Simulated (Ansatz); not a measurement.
A nudged elastic band was laid between two geometries of a periodic cell of 15 atoms, TiW14 (host W, host structure bcc, dopant Ti, one W atom removed).

Computed with DFT PBE, scalar-relativistic, plane waves, PAW (Ansatz 0.2.0). Settings: PAW set soft_1, cutoff 420 eV, k mesh 3x3x3, gaussian smearing 0.05 eV, no spin polarisation.

```json
{"movable images": "2", "climbing image": "no", "spring": "5.0 eV/Å²", "optimiser": "quadratic models (default)", "start path": "default", "force threshold": "0.05 eV/Å", "iteration limit": "50", "end points": "relaxed"}
```

Initial state:

```xyz
15
Lattice="6.3200 0.0000 0.0000 0.0000 6.3200 0.0000 0.0000 0.0000 6.3200" Properties=species:S:1:pos:R:3
W 0.010 0.002 0.017
W 3.178 -0.014 0.001
W -0.005 3.169 -0.006
W -0.005 -0.022 3.184
Ti 1.539 1.626 1.641
W 3.163 3.155 0.017
W 3.163 0.002 3.170
W 4.758 1.585 1.600
W 1.579 4.726 1.600
W 1.579 1.585 4.741
W 3.186 3.169 3.184
W 4.776 4.709 1.620
W 4.776 1.605 4.724
W 1.559 4.709 4.724
W 4.753 4.731 4.746
```

Final state:

```xyz
15
Lattice="6.3200 0.0000 0.0000 0.0000 6.3200 0.0000 0.0000 0.0000 6.3200" Properties=species:S:1:pos:R:3
W 0.026 0.029 0.029
W 3.152 0.008 0.008
W 0.007 3.153 0.013
W 0.007 0.013 3.153
Ti 0.047 3.113 3.113
W 3.131 3.134 0.029
W 3.131 0.029 3.134
W 4.720 1.569 1.569
W 1.591 4.760 1.569
W 1.591 1.569 4.760
W 3.147 3.153 3.153
W 4.744 4.736 1.583
W 4.744 1.583 4.736
W 1.577 4.736 4.736
W 4.727 4.753 4.753
```

(1) What changes between the two ends?

(2) Give the energies along the band, and the barrier.

(3) What is the geometry of the highest image?

## Answers

(1) Contacts lost: W1–Ti5, W2–Ti5, Ti5–W6, Ti5–W7. Contacts made: Ti5–W12, Ti5–W13, Ti5–W14, Ti5–W15. The atom that moves furthest is Ti5, by 2.57 Å; four of its nearest neighbours are W11 2.73, W4 2.73, W3 2.73, W7 2.76 Å at the first end and W9 2.74, W10 2.74, W8 2.74, W14 2.76 Å at the last.

(2) The forces met the threshold. The highest image is number 1 of 0 to 3, 0.83 eV above the ends, which have the same energy within 2 meV. No image climbed, so the highest image needn't sit at the top of the path. Limits of this set-up: coarse k mesh, a small cell, in which the defect meets its images.

```tsv
image	path coordinate (Å)	energy (eV)	W1–Ti5 (Å)	W2–Ti5 (Å)	Ti5–W6 (Å)
0	0.00	0.00	2.76	2.84	2.76
1	0.84	0.83	3.15	3.66	3.15
2	1.68	0.83	3.68	4.54	3.68
3	2.53	0.00	4.36	5.38	4.36
```

(3) 
```xyz
15
Lattice="6.3200 0.0000 0.0000 0.0000 6.3200 0.0000 0.0000 0.0000 6.3200" Properties=species:S:1:pos:R:3
W -0.003 0.021 0.031
W 3.155 0.007 0.017
W -0.031 3.194 -0.042
W -0.031 -0.052 3.204
Ti 1.044 2.119 2.129
W 3.142 3.166 0.031
W 3.142 0.021 3.176
W 4.684 1.548 1.558
W 1.615 4.799 1.558
W 1.615 1.548 4.809
W 3.215 3.194 3.204
W 4.792 4.691 1.596
W 4.792 1.586 4.701
W 1.577 4.691 4.701
W 4.743 4.740 4.750
```

Run time: 2.9 min on 4 threads of Intel(R) Xeon(R) Platinum 8375C CPU @ 2.90GHz (Ice Lake) (shared host), peak memory 1.8 GiB.
